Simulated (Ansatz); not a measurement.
Geometry optimisation, Ansatz 0.2.0, DFT PBE-D3(BJ), scalar-relativistic, plane waves, PAW.

The input (input.yaml):

```yaml
crystal:
  lattice:
    - [-2.459, 4.259113, 5.407]
    - [4.918, 0.0, 5.407]
    - [4.918, 8.518226, 0.0]
  atoms:
    - { symbol: Si, position: [0.092329, 0.5765879, 0.9484552] }
    - { symbol: Si, position: [0.4005397, 0.9337167, 0.0298906] }
    - { symbol: Si, position: [0.0058882, -0.0006338, 0.2665994] }
    - { symbol: O, position: [0.323898, 0.4674953, 0.9755423] }
    - { symbol: O, position: [0.1845234, 0.0307893, 0.1113984] }
    - { symbol: O, position: [0.571542, 0.2996822, 0.1380897] }
    - { symbol: O, position: [0.9250189, 0.1950978, 0.3341126] }
    - { symbol: O, position: [0.5628737, 0.9828745, 0.0839091] }
    - { symbol: Si, position: [0.1012328, 0.5698946, 0.4525138] }
    - { symbol: Si, position: [0.3981842, 0.9311595, 0.5385971] }
    - { symbol: Si, position: [3.31e-05, 0.0008761, 0.7644185] }
    - { symbol: O, position: [0.3120408, 0.4707326, 0.4745858] }
    - { symbol: O, position: [0.1771415, 0.0388725, 0.6196694] }
    - { symbol: O, position: [0.9297658, 0.523085, 0.6004469] }
    - { symbol: O, position: [0.5719398, 0.300785, 0.6442887] }
    - { symbol: O, position: [0.9194391, 0.2022771, 0.8316415] }
    - { symbol: O, position: [0.5664908, 0.9803681, 0.583512] }
    - { symbol: Si, position: [0.6000072, 0.0631013, 0.2060307] }
    - { symbol: Si, position: [0.8942316, 0.433801, 0.2874923] }
    - { symbol: Si, position: [0.5039142, 0.4951862, 0.5108977] }
    - { symbol: O, position: [0.822855, 0.963293, 0.2270409] }
    - { symbol: O, position: [0.6852601, 0.5316776, 0.3656381] }
    - { symbol: O, position: [0.4363392, 0.0235175, 0.3496228] }
    - { symbol: O, position: [0.0668969, 0.8078373, 0.3927768] }
    - { symbol: O, position: [0.431843, 0.6833251, 0.5822516] }
    - { symbol: "N", position: [0.0665709, 0.4861416, 0.3279072], spin: 1.0 }
    - { symbol: Si, position: [0.6026395, 0.0643859, 0.6943896] }
    - { symbol: Si, position: [0.9080439, 0.4325871, 0.7861379] }
    - { symbol: Si, position: [0.5074107, 0.5068737, 0.017556] }
    - { symbol: O, position: [0.8292994, 0.9605825, 0.7278946] }
    - { symbol: O, position: [0.6773746, 0.535013, 0.8704593] }
    - { symbol: O, position: [0.4312027, 0.0170027, 0.8622792] }
    - { symbol: O, position: [0.0738463, 0.8013318, 0.8915331] }
    - { symbol: O, position: [0.4206866, 0.6972565, 0.0836056] }
    - { symbol: O, position: [0.0721535, 0.477215, 0.832305] }
magnetization:
  spin_polarized: true
basis:
  ecutwfc: 420.0
kpoints:
  mp_grid: { grid: [2, 2, 2] }
hamiltonian:
  xc: pbe
  dispersion: d3bj
  pseudopotentials: { kind: paw, azcp: { folder: soft_1 } }
scf:
  occupations: { method: fermi_dirac, width: 0.02 }
  lower_state_search: "off"
relax:
  f_tol: 0.03
  max_steps: 60
  adjacent_minimum: "off"
```

Command:

```bash
$ ansatz run input.yaml --threads 4 --pin off --max-ram 10240MiB --backend cpu --events-out ev --progress --plain --runs-dir out
```

Q: Where does it end, and by what steps?

A: The forces met the threshold. Limits of this set-up: coarse k mesh, a small cell, in which the defect meets its images. After 8 steps the energy has fallen by 3.596 eV; O35 moved furthest, 0.55 Å. Joined: Si1–Si19 (3.11 → 2.43 Å).

```tsv
step	energy less start (eV)	largest force component (eV/Å)	accepted
0	0.0000	5.174	yes
1	-1.9325	3.224	yes
2	-3.2953	0.773	yes
3	-3.4180	1.586	yes
4	-3.5380	0.154	yes
5	-3.5778	0.266	yes
6	-3.5922	0.078	yes
7	-3.5958	0.036	yes
8	-3.5962	0.007	yes
```

```xyz
35
Lattice="-2.4590 4.2591 5.4070 4.9180 0.0000 5.4070 4.9180 8.5182 0.0000" Properties=species:S:1:pos:R:3
Si 7.505 8.739 3.375
Si 3.754 1.914 7.250
Si 1.275 2.200 0.012
O 6.379 9.724 4.040
O 0.257 1.609 1.129
O 0.769 3.653 4.830
O 0.270 6.600 6.122
O 3.874 3.093 8.363
Si 4.784 4.323 3.676
Si 6.183 6.317 7.243
Si 3.769 6.660 -0.063
O 3.827 5.505 4.253
O 2.703 6.259 1.095
O 3.308 9.269 7.981
O 3.015 7.905 5.000
O 2.773 11.039 6.022
O 6.206 7.377 8.475
Si -0.108 4.256 3.592
Si 1.245 6.092 7.348
Si 3.633 6.491 5.523
O 3.833 5.427 9.570
O 2.684 5.747 6.631
O 0.883 4.852 2.440
O 5.686 3.649 4.867
O 5.078 6.817 6.172
N 3.758 3.128 3.037
Si 2.229 8.525 3.713
Si 3.853 10.527 7.120
Si 1.322 2.199 5.318
O 6.205 9.749 9.618
O 5.193 10.026 6.353
O 3.271 9.063 2.577
O 8.368 8.084 4.611
O 2.720 2.422 6.104
O 6.679 7.549 2.640
```

Whether the end is a true minimum wasn't checked by a vibrational analysis.

The run took 2 min on 4 threads of Arm Neoverse V2, on a shared host, peak memory 1.8 GiB.
